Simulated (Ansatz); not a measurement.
# Cl3HOSi: molecular dynamics

Aim: follow the molecule's vibrations and see whether its bonds hold. The start is relaxed first. Runs: 500 steps of 0.5 fs under a Langevin thermostat, set from 1500 K to 4500 K by a schedule. SMILES of the start: O[Si](Cl)(Cl)Cl.

All numbers below are computed with Ansatz 0.2.0 (RKS PBE0-D4/STO-3G).

### Step 1. The system as given

Bond lengths: Si1–O2 1.680 Å, O2–H3 1.010 Å, Si1–Cl4 2.130 Å, Si1–Cl5 2.128 Å, Si1–Cl6 2.128 Å. Angles: Si1–O2–H3 109.5°, O2–Si1–Cl4 109.4°, O2–Si1–Cl5 109.5°, O2–Si1–Cl6 109.5°, Cl4–Si1–Cl5 109.5°, Cl4–Si1–Cl6 109.5°, Cl5–Si1–Cl6 109.5°.

Structure file:

```xyz
6

Si    0.0000    0.0000    0.0000
O     0.0000    0.0000    1.6800
H    -0.9095   -0.2814    2.0171
Cl    2.0086    0.0000   -0.7093
Cl   -1.0032    1.7381   -0.7093
Cl   -1.0032   -1.7381   -0.7093
```

### Step 2. Relaxing the start

File input.yaml:

```yaml
crystal:
  periodic: [false, false, false]
  atoms:
    - { symbol: Si, position_ang: [0.0, 0.0, 0.0] }
    - { symbol: O, position_ang: [0.0, 0.0, 1.68] }
    - { symbol: H, position_ang: [-0.9095, -0.2814, 2.0171] }
    - { symbol: Cl, position_ang: [2.0086, 0.0, -0.7093] }
    - { symbol: Cl, position_ang: [-1.0032, 1.7381, -0.7093] }
    - { symbol: Cl, position_ang: [-1.0032, -1.7381, -0.7093] }
basis:
  gaussian: { orbitals: STO-3G }
hamiltonian:
  xc: pbe0
  dispersion: d4
relax:
  f_tol: 0.02
  max_steps: 40
```

Started as:

```sh
ansatz run input.yaml --threads 1 --pin off --max-ram 2048MiB --backend cpu --events-out ev --progress --plain --runs-dir out
```

After this run come: Dynamics.

Before running it: what results should come out? Wanted: relaxation of the start; temperature, first and last step; temperature, second half; potential energy, second half; bonds formed or broken.

As calculated:

| quantity | value |
| --- | --- |
| relaxation of the start | 6 moves, 0.090 eV lower |
| length | 500 steps of 0.5 fs |
| temperature, first and last step | 1250 and 1268 K |
| temperature, second half | mean 764 K, from 468 to 1268 K |
| potential energy, second half | +58 meV/atom from the start |
| bonds formed or broken | 0 |

The set-point goes from 1500 to 4500 K in 250 fs, and the last tenth of the run averages 832 K. Such a rate, of order 10^16 K/s, is far beyond any furnace or quench, and the atoms lag the set-point. The bonding pattern survives the run. 250 fs on 6 atoms is far too short and small for converged averages. The nuclei move classically, without zero-point motion, which matters most for hydrogen. The basis is very small, so the numbers are rough.
